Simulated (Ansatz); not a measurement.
# Cd (Cadmium): the cost of one run

Method: DFT PBEsol, frozen-core PAW, scalar-relativistic unless said, in Ansatz 0.2.0.

### 1 The system as given

The structure is hexagonal, space group P6_3/mmc (No. 194). Conventional cell: a = 2.979 Å, b = 2.979 Å, c = 5.618 Å, α = 90.00°, β = 90.00°, γ = 120.00°. Cd (site symmetry -6m2) is surrounded by 12 Cd at 2.98 to 3.29 Å.

Structure file:

```
CELL_PARAMETERS angstrom
2.97887 0.00000 0.00000
-1.48944 2.57978 0.00000
0.00000 0.00000 5.61765
ATOMIC_POSITIONS crystal
Cd 0.33333 0.66667 0.25000
Cd 0.66667 0.33333 0.75000
```

Cartesian axes are those of the input's lattice vectors. The structure goes back to a database entry.

### 2 Cell and atoms relaxed, PAW

The input, input.yaml:

```yaml
crystal:
  lattice:
    - [2.97887000001, 0.0, 0.0]
    - [-1.48943500001, 2.57977709458, 0.0]
    - [0.0, 0.0, 5.61765]
  atoms:
    - { symbol: Cd, position: [0.333333333333, 0.666666666667, 0.25] }
    - { symbol: Cd, position: [0.666666666667, 0.333333333333, 0.75] }
kpoints:
  mp_grid: { grid: [18, 18, 8] }
scf:
  occupations: { method: fermi_dirac, width: 0.1 }
hamiltonian:
  xc: pbesol
  pseudopotentials: { kind: paw }
relax:
  f_tol: 0.002
  max_steps: 80
  cell: {}
output:
  forces: true
  stress: true
```

On the command line:

```console
ansatz run input.yaml --threads 1 --pin off --max-ram 3072MiB --backend cpu --events-out ev --progress --plain --runs-dir out
```

What time and memory should one allow on 1 thread of Arm Neoverse V1, shared host?

About 40 s, with a peak of 0.41 GiB.
